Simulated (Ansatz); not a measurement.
# C₆H₁₇NSi: basis-set convergence

The task here is to estimate one member of a computed series from the others.

Method: one geometry, several basis sets; program: Ansatz 0.2.0, Gaussian basis.

Plan: PBE0-D4/def2-SVP; ωB97M-V/def2-SVP; PBE0-D4/def2-QZVPP; ωB97M-V/def2-QZVPP; the functionals' def2-TZVPP values are taken from earlier runs.

## Structure used throughout

The geometry comes from an earlier relaxation with PBE0-D4 in a triple-zeta def2 set; it is a stationary point, not always the lowest conformer.

25 atoms, charge 0, spin multiplicity 1.

Atoms are counted from 1 here; the program's logs count them from 0.

Bond lengths: C1–C2 1.520 Å, C1–H9 1.094 Å, C1–H10 1.091 Å, C1–H11 1.093 Å, C2–N3 1.458 Å, C2–H12 1.094 Å, C2–H13 1.096 Å, N3–Si4 1.722 Å, N3–C5 1.470 Å, Si4–H14 1.488 Å, Si4–H15 1.486 Å, Si4–H16 1.496 Å, C5–C6 1.528 Å, C5–C7 1.525 Å, C5–C8 1.531 Å, C6–H17 1.092 Å, C6–H18 1.093 Å, C6–H19 1.092 Å and more. Angles: C2–C1–H9 110.8°, C2–C1–H10 111.3°, C2–C1–H11 110.4°, H9–C1–H10 108.4°, H9–C1–H11 108.0°, H10–C1–H11 107.8°, C1–C2–N3 113.6°, C1–C2–H12 109.7°, C1–C2–H13 108.8°, N3–C2–H12 109.3°, N3–C2–H13 110.0°, H12–C2–H13 105.1°, C2–N3–Si4 117.7°, C2–N3–C5 117.5°, Si4–N3–C5 122.9°, N3–Si4–H14 113.8°, N3–Si4–H15 105.8°, N3–Si4–H16 114.2° and more.

The first run:

File in.yaml:

```yaml
crystal:
  periodic: [false, false, false]
  atoms:
    - {symbol: C, position_ang: [-0.279487, -2.534811, 0.771922]}
    - {symbol: C, position_ang: [-0.950418, -1.379072, 0.048710]}
    - {symbol: N, position_ang: [-0.431978, -0.070482, 0.430120]}
    - {symbol: Si, position_ang: [-1.175473, 0.729094, 1.762006]}
    - {symbol: C, position_ang: [0.439216, 0.620488, -0.531978]}
    - {symbol: C, position_ang: [1.593346, -0.281728, -0.967234]}
    - {symbol: C, position_ang: [1.035474, 1.854069, 0.136743]}
    - {symbol: C, position_ang: [-0.361238, 1.066271, -1.758756]}
    - {symbol: H, position_ang: [-0.707126, -3.491355, 0.457354]}
    - {symbol: H, position_ang: [0.793715, -2.555645, 0.574471]}
    - {symbol: H, position_ang: [-0.418907, -2.441614, 1.851827]}
    - {symbol: H, position_ang: [-0.843669, -1.508980, -1.031921]}
    - {symbol: H, position_ang: [-2.029266, -1.424327, 0.236164]}
    - {symbol: H, position_ang: [-0.210958, 1.213184, 2.786535]}
    - {symbol: H, position_ang: [-2.064889, -0.280583, 2.393680]}
    - {symbol: H, position_ang: [-2.012581, 1.908438, 1.379991]}
    - {symbol: H, position_ang: [2.187640, -0.586122, -0.103094]}
    - {symbol: H, position_ang: [2.244794, 0.253871, -1.661982]}
    - {symbol: H, position_ang: [1.241878, -1.180933, -1.476792]}
    - {symbol: H, position_ang: [0.259806, 2.557128, 0.456713]}
    - {symbol: H, position_ang: [1.635512, 1.578756, 1.006350]}
    - {symbol: H, position_ang: [1.677383, 2.385305, -0.568735]}
    - {symbol: H, position_ang: [-0.814255, 0.215125, -2.271929]}
    - {symbol: H, position_ang: [-1.162144, 1.747534, -1.461599]}
    - {symbol: H, position_ang: [0.280224, 1.582290, -2.477963]}
basis:
  gaussian: {orbitals: def2-SVP}
hamiltonian: {xc: pbe0, dispersion: d4}
output: {orbitals: {seedname: orbitals}}
```

Started as:

```bash
> ansatz run in.yaml --threads 4 --pin off --events-out ev --progress --plain --max-ram 46080MiB --backend cpu
```

Among the steps run: PBE0-D4 in def2-SVP; ωB97M-V in def2-SVP; PBE0-D4 in def2-QZVPP; ωB97M-V in def2-QZVPP.

One table of the session follows, with a row left open; its other results are not shown here.

It belongs to the step «Functionals by basis». 

| functional | basis | HOMO (eV) | LUMO (eV) |
| --- | --- | --- | --- |
| PBE0-D4 | def2-SVP | ? | ? |
| PBE0-D4 | def2-TZVPP | -6.21 | 0.78 |
| PBE0-D4 | def2-QZVPP | -6.23 | 0.45 |
| ωB97M-V | def2-SVP | -8.41 | 2.95 |
| ωB97M-V | def2-TZVPP | -8.52 | 2.29 |
| ωB97M-V | def2-QZVPP | -8.53 | 1.57 |

Estimate the missing values for PBE0-D4, def2-SVP.

**Answer.** HOMO (eV): -6.12; LUMO (eV): 1.23. In the column «HOMO (eV)» it is the highest.
